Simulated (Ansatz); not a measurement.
# SiCl2 + HF: a complex and its separated parts

The complex below is one end of an elementary step. How strongly is it bound against its free parts?

Program: Ansatz 0.2.0, Gaussian basis. Level of theory: PBE0-D4/def2-TZVP structures, single points in def2-TZVPP, no counterpoise correction. These are calculated values, not measurements.

Levels: SPW92, PBE-D4, BLYP-D4, r2SCAN-D4, B97M-V, PBE0-D4, B3LYP-D4, r2SCAN0-D4, BHLYP-D4, CAM-B3LYP-D4, wB97X-V, wB97M-V, B2PLYP, PBE-QIDH, RPA on PBE, Hartree-Fock, MP2, CCSD, CCSD(T).

Cores are frozen in the correlated methods. B3LYP uses VWN-RPA correlation. B2PLYP carries no dispersion term here.

79 further runs of the same task are left out: 1 that didn't finish, 78 set aside as unsound or not needed.

**1. The starting structure**

The complex: 5 atoms, charge 0, spin multiplicity 1.

Atoms are counted from 1 here; the program's logs count them from 0.

Bond lengths: Si1–Cl4 2.081 Å, Si1–Cl5 2.131 Å, F2–H3 0.931 Å. Angles: Cl4–Si1–Cl5 100.1°.

Coordinates:

```mol
Cl2FHSi
  3D, bonds by distance, orders not assigned

  5  3  0  0  0  0  0  0  0  0999 V2000
    0.7288    0.0535    1.0324 Si  0  0
    0.6167   -0.0719   -1.4483 F   0  0
   -0.1550   -0.5922   -1.4151 H   0  0
   -0.2656    1.8810    1.0282 Cl  0  0
   -0.9247   -1.2705    0.8027 Cl  0  0
  1  4  8  0
  1  5  8  0
  2  3  8  0
M  END
```

Its parts: SiCl2 holds atoms 1, 4, 5; HF holds atoms 2, 3. Each part counts its atoms afresh in its own runs.

**2. Relaxing SiCl2 alone**

File relax-a/in.yaml:

```yaml
crystal:
  periodic: [false, false, false]
  atoms:
    - {symbol: Si, position_ang: [0.728823, 0.053529, 1.032383]}
    - {symbol: Cl, position_ang: [-0.265646, 1.881037, 1.028220]}
    - {symbol: Cl, position_ang: [-0.924737, -1.270510, 0.802732]}
basis:
  gaussian: {orbitals: def2-TZVP}
hamiltonian: {xc: pbe0, dispersion: d4}
relax: {f_tol: 0.005, max_steps: 200}
```

Command:

```bash
> ansatz run in.yaml --threads 2 --pin off --events-out ev --progress --plain --max-ram 4352MiB
```

The program printed (excerpt; [...] marks lines left out):

```text
Functional definition: PBE0
  name "PBE0"
  cite "Adamo & Barone, J. Chem. Phys. 110, 6158 (1999) doi:10.1063/1.478522"
  cite "Perdew, Burke & Ernzerhof, Phys. Rev. Lett. 77, 3865 (1996) doi:10.1103/PhysRevLett.77.3865"
  parent pbe
[...]
804 factors; their error is unknown
[...]
mean field -32914.11161029 eV, -1209.5712916920 hartree, gradient 2.5e-5 eV, S^2 0.000000; 0 other end points of the search recorded, 0 dependent functions left out
[...]
reference -32914.11163349 eV, -1209.5712925445 hartree; 24, 24 occupied and 87, 87 virtual orbitals, 804 factors
[...]
804 factors; their error is unknown
mean field -32914.13279964 eV, -1209.5720703861 hartree, gradient 2.5e-5 eV, S^2 0.000000; 1 other end points of the search recorded, 0 dependent functions left out
[...]
reference -32914.13282270 eV, -1209.5720712337 hartree; 24, 24 occupied and 87, 87 virtual orbitals, 804 factors
Total energy: -32914.21486071 eV, -1209.5750860748 hartree
Atom 0 at     0.702148     0.041108     1.029135 Å, force    -0.000021    -0.000048    -0.000005 eV/Å
Atom 1 at    -0.260942     1.881774     1.028719 Å, force    -0.000001     0.000075     0.000004 eV/Å
Atom 2 at    -0.902766    -1.258827     0.805482 Å, force     0.000022    -0.000026     0.000001 eV/Å
Dipole moment:     0.176313    -0.037123     0.015384 e Å
```

It took 8 s on 2 threads of Arm Neoverse V1, shared host.

The steps of the relaxation:

```
step  energy from step 1 (eV)  largest force component (eV/Å)
   1                   0.0000                          0.6918
   2                  -0.0189                          0.1817
   3                  -0.0213                          0.0220
   4                  -0.0213                          0.0051
   5                  -0.0213                          0.0001
```

Close pairs (by a distance rule), those that changed most:

```
   bond  before (Å)  after (Å)  change (Å)
Si1–Cl3       2.131      2.077      -0.053
Si1–Cl2       2.081      2.077      -0.003
```

**3. Relaxing HF alone**

File relax-b/in.yaml:

```yaml
crystal:
  periodic: [false, false, false]
  atoms:
    - {symbol: F, position_ang: [0.616657, -0.071885, -1.448251]}
    - {symbol: H, position_ang: [-0.154998, -0.592171, -1.415085]}
basis:
  gaussian: {orbitals: def2-TZVP}
hamiltonian: {xc: pbe0, dispersion: d4}
relax: {f_tol: 0.005, max_steps: 200}
```

Command:

```bash
> ansatz run in.yaml --threads 2 --pin off --events-out ev --progress --plain --max-ram 4352MiB
```

The program printed (excerpt; [...] marks lines left out):

```text
[... 5 set-up lines as earlier in the session ...]
[...]
200 factors; their error is unknown
[...]
mean field -2731.79798430 eV, -100.3917242440 hartree, gradient 6.9e-6 eV, S^2 0.000000; 0 other end points of the search recorded, 0 dependent functions left out
[...]
reference -2731.80170829 eV, -100.3918610978 hartree; 5, 5 occupied and 32, 32 virtual orbitals, 200 factors
Total energy: -2731.80322156 eV, -100.3919167095 hartree
Atom 0 at     0.611985    -0.075035    -1.448050 Å, force     0.003413     0.002301    -0.000147 eV/Å
Atom 1 at    -0.150326    -0.589021    -1.415286 Å, force    -0.003413    -0.002301     0.000147 eV/Å
Dipole moment:    -0.332109    -0.223924     0.014274 e Å
```

Wall time 0.6 s (2 threads of Arm Neoverse V1, shared host).

Relaxation path:

```
step  energy from step 1 (eV)  largest force component (eV/Å)
   1                   0.0000                          0.5415
   2                  -0.0035                          0.1155
   3                  -0.0037                          0.0034
```

The bond:

```
 bond  before (Å)  after (Å)  change (Å)
F1–H2       0.931      0.920      -0.011
```

**4. SPW92/def2-TZVPP**

File parta/in.yaml:

```yaml
crystal:
  periodic: [false, false, false]
  atoms:
    - {symbol: Si, position_ang: [0.702148, 0.041108, 1.029135]}
    - {symbol: Cl, position_ang: [-0.260942, 1.881774, 1.028719]}
    - {symbol: Cl, position_ang: [-0.902766, -1.258827, 0.805482]}
basis:
  gaussian: {orbitals: def2-TZVPP}
hamiltonian: {xc: lda}
```

File partb/in.yaml:

```yaml
crystal:
  periodic: [false, false, false]
  atoms:
    - {symbol: F, position_ang: [0.611985, -0.075035, -1.448050]}
    - {symbol: H, position_ang: [-0.150326, -0.589021, -1.415286]}
basis:
  gaussian: {orbitals: def2-TZVPP}
hamiltonian: {xc: lda}
```

One command serves all of them, each in its own folder.

Command:

```bash
> ansatz run in.yaml --threads 2 --pin off --events-out ev --progress --plain --max-ram 4352MiB
```

Log of parta (excerpt; [...] marks lines left out):

```text
Functional definition: SPW92
  name "SPW92"
  cite "Dirac, Proc. Camb. Phil. Soc. 26, 376 (1930) doi:10.1017/S0305004100016108"
  cite "Slater, Phys. Rev. 81, 385 (1951) doi:10.1103/PhysRev.81.385"
  cite "Perdew & Wang, Phys. Rev. B 45, 13244 (1992) doi:10.1103/PhysRevB.45.13244"
[...]
876 factors; their error is unknown
[...]
mean field -32813.53867686 eV, -1205.8753045594 hartree, gradient 3.3e-5 eV, S^2 0.000000; 0 other end points of the search recorded, 0 dependent functions left out
reference -32813.53870580 eV, -1205.8753056227 hartree; 24, 24 occupied and 102, 102 virtual orbitals, 876 factors
Total energy: -32813.53870580 eV, -1205.8753056227 hartree
```

Log of partb (excerpt; [...] marks lines left out):

```text
[... 5 set-up lines as earlier in the session ...]
[...]
215 factors; their error is unknown
[...]
mean field -2716.76647165 eV, -99.8393263425 hartree, gradient 3.5e-5 eV, S^2 0.000000; 0 other end points of the search recorded, 0 dependent functions left out
reference -2716.76648273 eV, -99.8393267498 hartree; 5, 5 occupied and 40, 40 virtual orbitals, 215 factors
Total energy: -2716.76648273 eV, -99.8393267498 hartree
```

Times: 0.55 s (parta), 0.1 s (partb) on 2 threads of Arm Neoverse V1, shared host.

**5. PBE-D4/def2-TZVPP**

Each input of step 4 (parta, partb) changes in the same lines:

```diff
-hamiltonian: {xc: lda}
+hamiltonian: {xc: pbe, dispersion: d4}
```

One command serves all of them, each in its own folder.

Command:

```bash
> ansatz run in.yaml --threads 2 --pin off --events-out ev --progress --plain --max-ram 4352MiB
```

Log of parta (excerpt; [...] marks lines left out):

```text
Functional definition: PBE
  name "PBE"
[... 2 set-up lines as earlier in the session ...]
[...]
876 factors; their error is unknown
[...]
mean field -32911.55246998 eV, -1209.4772450203 hartree, gradient 4.7e-5 eV, S^2 0.000000; 0 other end points of the search recorded, 0 dependent functions left out
reference -32911.55250084 eV, -1209.4772461545 hartree; 24, 24 occupied and 102, 102 virtual orbitals, 876 factors
Total energy: -32911.64997262 eV, -1209.4808281762 hartree
```

Log of partb (excerpt; [...] marks lines left out):

```text
[... 4 set-up lines as earlier in the session ...]
[...]
215 factors; their error is unknown
[...]
mean field -2731.84355291 eV, -100.3933988595 hartree, gradient 4.8e-5 eV, S^2 0.000000; 0 other end points of the search recorded, 0 dependent functions left out
reference -2731.84356502 eV, -100.3933993044 hartree; 5, 5 occupied and 40, 40 virtual orbitals, 215 factors
Total energy: -2731.84545888 eV, -100.3934689025 hartree
```

Wall times: 0.8 s (parta), 0.15 s (partb) on 2 threads of Arm Neoverse V1, shared host.

**6. BLYP-D4/def2-TZVPP**

The same edit goes into each in.yaml of step 5 (parta, partb):

```diff
-hamiltonian: {xc: pbe, dispersion: d4}
+hamiltonian: {xc: {name: BLYP}, dispersion: d4}
```

Each run has its own folder and the same command.

Command:

```bash
> ansatz run in.yaml --threads 2 --pin off --events-out ev --progress --plain --max-ram 4352MiB
```

parta printed (excerpt; [...] marks lines left out):

```text
Functional definition: BLYP
  name "BLYP"
  cite "Becke, Phys. Rev. A 38, 3098 (1988) doi:10.1103/PhysRevA.38.3098"
  cite "Lee, Yang & Parr, Phys. Rev. B 37, 785 (1988) doi:10.1103/PhysRevB.37.785"
[...]
876 factors; their error is unknown
[...]
mean field -32925.72515267 eV, -1209.9980815024 hartree, gradient 6.7e-5 eV, S^2 0.000000; 0 other end points of the search recorded, 0 dependent functions left out
reference -32925.72544557 eV, -1209.9980922663 hartree; 24, 24 occupied and 102, 102 virtual orbitals, 876 factors
Total energy: -32925.93873550 eV, -1210.0059305269 hartree
```

partb printed (excerpt; [...] marks lines left out):

```text
[... 4 set-up lines as earlier in the session ...]
[...]
215 factors; their error is unknown
[...]
mean field -2734.23789180 eV, -100.4813891905 hartree, gradient 3.9e-5 eV, S^2 0.000000; 0 other end points of the search recorded, 0 dependent functions left out
reference -2734.23801540 eV, -100.4813937329 hartree; 5, 5 occupied and 40, 40 virtual orbitals, 215 factors
Total energy: -2734.24259734 eV, -100.4815621159 hartree
```

Times: 0.9 s (parta), 0.15 s (partb) on 2 threads of Arm Neoverse V1, shared host.

**7. r2SCAN-D4/def2-TZVPP**

Each input of step 6 (parta, partb) changes in the same lines:

```diff
-hamiltonian: {xc: {name: BLYP}, dispersion: d4}
+hamiltonian: {xc: r2scan, dispersion: d4}
```

The same command starts each run, in its folder.

Command:

```bash
> ansatz run in.yaml --threads 2 --pin off --events-out ev --progress --plain --max-ram 4352MiB
```

Output in parta (excerpt; [...] marks lines left out):

```text
Functional definition: r2SCAN
  name "r2SCAN"
  cite "Furness, Kaplan, Ning, Perdew & Sun, J. Phys. Chem. Lett. 11, 8208 (2020) doi:10.1021/acs.jpclett.0c02405"
  cite "Furness, Kaplan, Ning, Perdew & Sun, J. Phys. Chem. Lett. 11, 9248 (2020) doi:10.1021/acs.jpclett.0c03077"
  parent r2scan
[...]
876 factors; their error is unknown
[...]
mean field -32923.25123814 eV, -1209.9071668206 hartree, gradient 7.6e-5 eV, S^2 0.000000; 0 other end points of the search recorded, 0 dependent functions left out
reference -32923.25124621 eV, -1209.9071671171 hartree; 24, 24 occupied and 102, 102 virtual orbitals, 876 factors
Total energy: -32923.27076693 eV, -1209.9078844902 hartree
```

partb printed (excerpt; [...] marks lines left out):

```text
[... 5 set-up lines as earlier in the session ...]
[...]
215 factors; their error is unknown
[...]
mean field -2733.29261550 eV, -100.4466509272 hartree, gradient 6.5e-6 eV, S^2 0.000000; 0 other end points of the search recorded, 0 dependent functions left out
reference -2733.29261868 eV, -100.4466510440 hartree; 5, 5 occupied and 40, 40 virtual orbitals, 215 factors
Total energy: -2733.29307620 eV, -100.4466678579 hartree
```

They took 2.1 s (parta), 0.45 s (partb) on 2 threads of Arm Neoverse V1, shared host.

**8. B97M-V/def2-TZVPP**

Each input of step 7 (parta, partb) changes in the same lines:

```diff
-hamiltonian: {xc: r2scan, dispersion: d4}
+hamiltonian: {xc: {name: B97M-V}}
```

One command serves all of them, each in its own folder.

Command:

```bash
> ansatz run in.yaml --threads 2 --pin off --events-out ev --progress --plain --max-ram 4352MiB
```

Log of parta (excerpt; [...] marks lines left out):

```text
Functional definition: B97M-V
  name "B97M-V"
  cite "Mardirossian & Head-Gordon, J. Chem. Phys. 142, 074111 (2015) doi:10.1063/1.4907719"
  cite "Becke, J. Chem. Phys. 107, 8554 (1997) doi:10.1063/1.475007"
  cite "Vydrov & Van Voorhis, J. Chem. Phys. 133, 244103 (2010) doi:10.1063/1.3521275"
  # Of w^i u^j: cxij and so on, Table III.
[...]
  gx(w, u) = cx00 + cx01*u + cx02*u^2 + (cx10 + cx11*u)*w
[...]
  gos(w, u) = cos00 + cos01*u + cos03*u^3 + cos10*w + cos32*w^3*u^2
[...]
      + integral(e_c_pw_mod_opposite_spin*gos(b97_w_opposite, b97_u_opposite)) + vv10(b, c)
876 factors; their error is unknown
[...]
mean field -32917.17111523 eV, -1209.6837264246 hartree, gradient 4.0e-5 eV, S^2 0.000000; 0 other end points of the search recorded, 0 dependent functions left out
reference -32917.17115767 eV, -1209.6837279843 hartree; 24, 24 occupied and 102, 102 virtual orbitals, 876 factors
Total energy: -32917.17115767 eV, -1209.6837279843 hartree
```

Log of partb (excerpt; [...] marks lines left out):

```text
[... 5 set-up lines as earlier in the session ...]
  # Of w^i u^j: cxij and so on, Table III.
[...]
  gx(w, u) = cx00 + cx01*u + cx02*u^2 + (cx10 + cx11*u)*w
[...]
  gos(w, u) = cos00 + cos01*u + cos03*u^3 + cos10*w + cos32*w^3*u^2
[...]
      + integral(e_c_pw_mod_opposite_spin*gos(b97_w_opposite, b97_u_opposite)) + vv10(b, c)
215 factors; their error is unknown
[...]
mean field -2733.38838862 eV, -100.4501705246 hartree, gradient 2.3e-5 eV, S^2 0.000000; 0 other end points of the search recorded, 0 dependent functions left out
reference -2733.38840633 eV, -100.4501711756 hartree; 5, 5 occupied and 40, 40 virtual orbitals, 215 factors
Total energy: -2733.38840633 eV, -100.4501711756 hartree
```

Times: 3.4 s (parta), 0.45 s (partb) on 2 threads of Arm Neoverse V1, shared host.

**9. PBE0-D4/def2-TZVPP**

Each input of step 8 (parta, partb) changes in the same lines:

```diff
-hamiltonian: {xc: {name: B97M-V}}
+hamiltonian: {xc: pbe0, dispersion: d4}
+output: {orbitals: {seedname: orbitals}}
```

Each run has its own folder and the same command.

Command:

```bash
> ansatz run in.yaml --threads 2 --pin off --events-out ev --progress --plain --max-ram 4352MiB
```

Output in parta (excerpt; [...] marks lines left out):

```text
[... 5 set-up lines as earlier in the session ...]
[...]
941 factors; their error is unknown
[...]
mean field -32914.13924901 eV, -1209.5723073962 hartree, gradient 5.7e-5 eV, S^2 0.000000; 0 other end points of the search recorded, 0 dependent functions left out
reference -32914.13927207 eV, -1209.5723082438 hartree; 24, 24 occupied and 102, 102 virtual orbitals, 941 factors
Total energy: -32914.22131008 eV, -1209.5753230849 hartree
```

partb printed (excerpt; [...] marks lines left out):

```text
[... 5 set-up lines as earlier in the session ...]
[...]
215 factors; their error is unknown
[...]
mean field -2731.86112681 eV, -100.3940446883 hartree, gradient 4.0e-5 eV, S^2 0.000000; 0 other end points of the search recorded, 0 dependent functions left out
reference -2731.86113552 eV, -100.3940450085 hartree; 5, 5 occupied and 40, 40 virtual orbitals, 215 factors
Total energy: -2731.86264879 eV, -100.3941006202 hartree
```

Wall times: 1.2 s (parta), 0.15 s (partb) on 2 threads of Arm Neoverse V1, shared host.

**10. B3LYP-D4/def2-TZVPP**

The same edit goes into each in.yaml of step 9 (parta, partb):

```diff
-hamiltonian: {xc: pbe0, dispersion: d4}
-output: {orbitals: {seedname: orbitals}}
+hamiltonian: {xc: {name: B3LYP}, dispersion: d4}
```

The same command starts each run, in its folder.

Command:

```bash
> ansatz run in.yaml --threads 2 --pin off --events-out ev --progress --plain --max-ram 4352MiB
```

Log of parta (excerpt; [...] marks lines left out):

```text
Functional definition: B3LYP
  name "B3LYP"
  cite "Stephens, Devlin, Chabalowski & Frisch, J. Phys. Chem. 98, 11623 (1994) doi:10.1021/j100096a001"
[... 2 set-up lines as earlier in the session ...]
  cite "Vosko, Wilk & Nusair, Can. J. Phys. 58, 1200 (1980) doi:10.1139/p80-159"
[...]
917 factors; their error is unknown
[...]
mean field -32927.00411539 eV, -1210.0450825157 hartree, gradient 5.0e-5 eV, S^2 0.000000; 0 other end points of the search recorded, 0 dependent functions left out
reference -32927.00433378 eV, -1210.0450905415 hartree; 24, 24 occupied and 102, 102 virtual orbitals, 917 factors
Total energy: -32927.16748458 eV, -1210.0510862224 hartree
```

Log of partb (excerpt; [...] marks lines left out):

```text
[... 6 set-up lines as earlier in the session ...]
[...]
215 factors; their error is unknown
[...]
mean field -2734.54625194 eV, -100.4927212168 hartree, gradient 1.9e-5 eV, S^2 0.000000; 0 other end points of the search recorded, 0 dependent functions left out
reference -2734.54634278 eV, -100.4927245550 hartree; 5, 5 occupied and 40, 40 virtual orbitals, 215 factors
Total energy: -2734.54933245 eV, -100.4928344234 hartree
```

They took 1.4 s (parta), 0.2 s (partb) on 2 threads of Arm Neoverse V1, shared host.

**11. r2SCAN0-D4/def2-TZVPP**

Each input of step 10 (parta, partb) changes in the same lines:

```diff
-hamiltonian: {xc: {name: B3LYP}, dispersion: d4}
+hamiltonian: {xc: {name: r2SCAN0}, dispersion: d4}
```

The same command starts each run, in its folder.

Command:

```bash
> ansatz run in.yaml --threads 2 --pin off --events-out ev --progress --plain --max-ram 4352MiB
```

Log of parta (excerpt; [...] marks lines left out):

```text
Functional definition: r2SCAN0
  name "r2SCAN0"
  cite "Bursch, Neugebauer, Ehlert & Grimme, J. Chem. Phys. 156, 134105 (2022) doi:10.1063/5.0086040"
[... 3 set-up lines as earlier in the session ...]
[...]
941 factors; their error is unknown
[...]
mean field -32922.91920284 eV, -1209.8949647482 hartree, gradient 1.2e-5 eV, S^2 0.000000; 0 other end points of the search recorded, 0 dependent functions left out
reference -32922.91920928 eV, -1209.8949649848 hartree; 24, 24 occupied and 102, 102 virtual orbitals, 941 factors
Total energy: -32922.94389510 eV, -1209.8958721719 hartree
```

Log of partb (excerpt; [...] marks lines left out):

```text
[... 6 set-up lines as earlier in the session ...]
[...]
215 factors; their error is unknown
[...]
mean field -2732.94548929 eV, -100.4338942743 hartree, gradient 6.6e-5 eV, S^2 0.000000; 0 other end points of the search recorded, 0 dependent functions left out
reference -2732.94549175 eV, -100.4338943648 hartree; 5, 5 occupied and 40, 40 virtual orbitals, 215 factors
Total energy: -2732.94599371 eV, -100.4339128117 hartree
```

Times: 2.7 s (parta), 0.45 s (partb) on 2 threads of Arm Neoverse V1, shared host.

**12. BHLYP-D4/def2-TZVPP**

The same edit goes into each in.yaml of step 11 (parta, partb):

```diff
-hamiltonian: {xc: {name: r2SCAN0}, dispersion: d4}
+hamiltonian: {xc: {name: BHLYP}, dispersion: d4}
```

Each run has its own folder and the same command.

Command:

```bash
> ansatz run in.yaml --threads 2 --pin off --events-out ev --progress --plain --max-ram 4352MiB
```

Log of parta (excerpt; [...] marks lines left out):

```text
Functional definition: BHLYP
  name "BHLYP"
  cite "Becke, J. Chem. Phys. 98, 1372 (1993) doi:10.1063/1.464304"
[... 2 set-up lines as earlier in the session ...]
[...]
998 factors; their error is unknown
[...]
mean field -32925.68029829 eV, -1209.9964331343 hartree, gradient 1.9e-5 eV, S^2 0.000000; 0 other end points of the search recorded, 0 dependent functions left out
reference -32925.68044671 eV, -1209.9964385889 hartree; 24, 24 occupied and 102, 102 virtual orbitals, 998 factors
Total energy: -32925.82781726 eV, -1210.0018543565 hartree
```

Log of partb (excerpt; [...] marks lines left out):

```text
[... 5 set-up lines as earlier in the session ...]
[...]
234 factors; their error is unknown
[...]
mean field -2733.43317552 eV, -100.4518164126 hartree, gradient 1.2e-5 eV, S^2 0.000000; 0 other end points of the search recorded, 0 dependent functions left out
reference -2733.43323605 eV, -100.4518186371 hartree; 5, 5 occupied and 40, 40 virtual orbitals, 234 factors
Total energy: -2733.43496399 eV, -100.4518821379 hartree
```

They took 1.4 s (parta), 0.2 s (partb) on 2 threads of Arm Neoverse V1, shared host.

**13. CAM-B3LYP-D4/def2-TZVPP**

The same edit goes into each in.yaml of step 12 (parta, partb):

```diff
-hamiltonian: {xc: {name: BHLYP}, dispersion: d4}
+hamiltonian: {xc: {name: CAM-B3LYP}, dispersion: d4}
```

Each run has its own folder and the same command.

Command:

```bash
> ansatz run in.yaml --threads 2 --pin off --events-out ev --progress --plain --max-ram 4352MiB
```

Log of parta (excerpt; [...] marks lines left out):

```text
Functional definition: CAM-B3LYP
  name "CAM-B3LYP"
  cite "Yanai, Tew & Handy, Chem. Phys. Lett. 393, 51 (2004) doi:10.1016/j.cplett.2004.06.011"
  cite "Iikura, Tsuneda, Yanai & Hirao, J. Chem. Phys. 115, 3540 (2001) doi:10.1063/1.1383587"
[... 2 set-up lines as earlier in the session ...]
[...]
917 factors; their error is unknown
152 factors; integrals over basis functions are off by at most 4.5e-5 eV
[...]
mean field -32926.55833360 eV, -1210.0287003368 hartree, gradient 2.5e-5 eV, S^2 0.000000; 0 other end points of the search recorded, 0 dependent functions left out
reference -32926.55843996 eV, -1210.0287042458 hartree; 24, 24 occupied and 102, 102 virtual orbitals, 917 factors
Total energy: -32926.64387990 eV, -1210.0318441057 hartree
```

partb printed (excerpt; [...] marks lines left out):

```text
[... 6 set-up lines as earlier in the session ...]
[...]
  # Exact exchange under (alpha + beta erf(omega r))/r, Becke's under what is left of 1/r.
[...]
215 factors; their error is unknown
48 factors; integrals over basis functions are off by at most 4.9e-5 eV
[...]
mean field -2733.85902351 eV, -100.4674660377 hartree, gradient 6.2e-5 eV, S^2 0.000000; 0 other end points of the search recorded, 0 dependent functions left out
reference -2733.85906764 eV, -100.4674676594 hartree; 5, 5 occupied and 40, 40 virtual orbitals, 215 factors
Total energy: -2733.86050794 eV, -100.4675205896 hartree
```

Wall times: 1.5 s (parta), 0.2 s (partb) on 2 threads of Arm Neoverse V1, shared host.

(Part 1 of 2 ends here.)
